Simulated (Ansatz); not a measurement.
# C₂H₆GaNSi: one species, many methods

The task here is to estimate one member of a computed series from the others.

Method: functionals in def2-TZVPP, the program's frozen cores in correlated methods; program: Ansatz 0.2.0, Gaussian basis.

The runs, in order: PBE-D4, r2SCAN-D4, PBE0-D4, B3LYP-D4, ωB97X-V, ωB97M-V, B2PLYP; CCSD(T)/def2-TZVPP; MP2/def2-QZVPP; extrapolation to the limit.

## The geometry

All runs share one geometry, relaxed beforehand with PBE0-D4 in a triple-zeta def2 set.

SMILES `N[C]1=C[SiH2][GaH]1`, 11 atoms, charge 0, spin multiplicity 1.

Atoms are counted from 1 here; the program's logs count them from 0.

Bond lengths: N1–C2 1.354 Å, N1–H6 1.001 Å, N1–H7 1.007 Å, C2–C3 1.372 Å, C2–Ga5 1.995 Å, C3–Si4 1.858 Å, C3–H8 1.093 Å, Si4–Ga5 2.380 Å, Si4–H9 1.494 Å, Si4–H10 1.494 Å, Ga5–H11 1.569 Å. Angles: C2–N1–H6 120.7°, C2–N1–H7 121.0°, H6–N1–H7 116.7°, N1–C2–C3 125.5°, N1–C2–Ga5 134.6°, C3–C2–Ga5 99.9°, C2–C3–Si4 110.6°, C2–C3–H8 121.3°, Si4–C3–H8 128.1°, C3–Si4–Ga5 74.8°, C3–Si4–H9 115.8°, C3–Si4–H10 115.8°, Ga5–Si4–H9 121.4°, Ga5–Si4–H10 121.1°, H9–Si4–H10 105.6°, C2–Ga5–Si4 74.6°, C2–Ga5–H11 130.7°, Si4–Ga5–H11 154.7°.

Set-up of the first run:

Contents of in.yaml:

```yaml
crystal:
  periodic: [false, false, false]
  atoms:
    - {symbol: N, position_ang: [-1.839873, 0.594127, -0.786804]}
    - {symbol: C, position_ang: [-0.605631, 0.240783, -0.357405]}
    - {symbol: C, position_ang: [-0.323061, -0.364710, 0.840756]}
    - {symbol: Si, position_ang: [1.497206, -0.708099, 0.986235]}
    - {symbol: Ga, position_ang: [1.229978, 0.345244, -1.131590]}
    - {symbol: H, position_ang: [-1.954497, 1.135710, -1.621385]}
    - {symbol: H, position_ang: [-2.640456, 0.521879, -0.179827]}
    - {symbol: H, position_ang: [-1.111848, -0.589951, 1.563599]}
    - {symbol: H, position_ang: [2.199635, -0.023115, 2.112880]}
    - {symbol: H, position_ang: [1.880904, -2.148277, 1.088460]}
    - {symbol: H, position_ang: [1.733044, 0.939608, -2.494221]}
basis:
  gaussian: {orbitals: def2-TZVPP}
hamiltonian: {xc: pbe, dispersion: d4}
output: {forces: true, orbitals: {seedname: orbitals}}
```

On the command line:

```console
ansatz run in.yaml --threads 4 --pin off --events-out ev --progress --plain --max-ram 10444MiB
```

Among the steps run: PBE-D4 (GGA); r2SCAN-D4 (meta-GGA); PBE0-D4 (hybrid); B3LYP-D4 (hybrid); ωB97X-V (range-separated); ωB97M-V (range-separated); B2PLYP (double hybrid); CCSD(T) in def2-TZVPP; MP2 in def2-QZVPP.

One table of the session follows, with a row left open; its other results are not shown here.

| method | atomisation energy (kJ/mol) |
| --- | --- |
| PBE-D4 | 3888.8 |
| r2SCAN-D4 | 3812.4 |
| PBE0-D4 | 3819.8 |
| B3LYP-D4 | 3791.4 |
| ωB97X-V | 3818.4 |
| ωB97M-V | 3801.9 |
| B2PLYP | 3747.0 |
| HF/def2-TZVPP | 2661.1 |
| MP2/def2-TZVPP | 3750.1 |
| CCSD/def2-TZVPP | 3622.1 |
| CCSD(T)/def2-TZVPP | 3692.6 |
| MP2/CBS | 3852.5 |
| CCSD(T)/CBS | ? |

Q: Estimate the row for CCSD(T)/CBS from the others.

The run gave: atomisation energy (kJ/mol): 3795.1. In the column «atomisation energy (kJ/mol)» it lies between B3LYP-D4 (3791.4) and ωB97M-V (3801.9).

Caveats from the session: Free atoms (1 N, 2 C, 1 Si, 1 Ga, 6 H) were run apart at each level; the atomisation energy is their sum less the molecule, without zero-point or spin-orbit terms.
